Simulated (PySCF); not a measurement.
# C5H10O2: the cost of one run

Programs: PySCF 2.14.0, with density-fitted response routines of our own. Each step states its level of theory. These are calculated values for one molecule, in the gas phase or a continuum, unless marked as measured. Atoms count from 0, in the outputs and in this text.

## 1. The starting structure

17 atoms, charge 0, multiplicity 1; geometry from: GFN2-xTB. The atoms were then displaced at random by about 0.01 Å, so the start is not that level's minimum.

Bonds of the start (Å): C0–O1 1.45, O1–C2 1.36, C2–O3 1.21, C2–C4 1.50, C4–C5 1.53, C4–C6 1.52, C0–H7 1.08, C0–H8 1.11, C0–H9 1.07, C4–H10 1.11, C5–H11 1.08, C5–H12 1.09, C5–H13 1.08, C6–H14 1.09, C6–H15 1.07, C6–H16 1.09.

## 2. Geometry optimisation at PBE0-D3(BJ)/def2-TZVP

The job: settings as JSON, then the geometry in Å.

```
{"job": {"xc": "PBE0", "basis": "def2-TZVP", "d3": "d3bj", "grid": 2, "shake": 0.01, "kind": "geom"}, "charge": 0, "multiplicity": 1}
C      2.815650    -0.384360     0.133760
O      1.447230    -0.218920     0.571150
C      0.546840     0.199690    -0.351010
O      0.895210     0.463630    -1.481560
C     -0.833990     0.244290     0.233410
C     -1.672230     1.306800    -0.478670
C     -1.431840    -1.149160     0.097730
H      2.850160    -0.983000    -0.766800
H      3.218490     0.622940    -0.093160
H      3.338160    -0.820910     0.959770
H     -0.752240     0.485860     1.316500
H     -2.694770     1.262150    -0.131920
H     -1.666540     1.133770    -1.557570
H     -1.293000     2.300690    -0.279060
H     -1.508010    -1.431770    -0.953180
H     -0.834580    -1.870580     0.624840
H     -2.441070    -1.149290     0.518900
```

Run with:

```console
$ OMP_NUM_THREADS=2 python probes_run.py task.json out
```

One launch serves the whole session: the jobs run in the order shown.

**Question.** How long does this first job take on 2 threads of AMD EPYC 9R45, shared host, and how much memory does it need?

About 1.8 min, with a peak of 1.6 GiB.
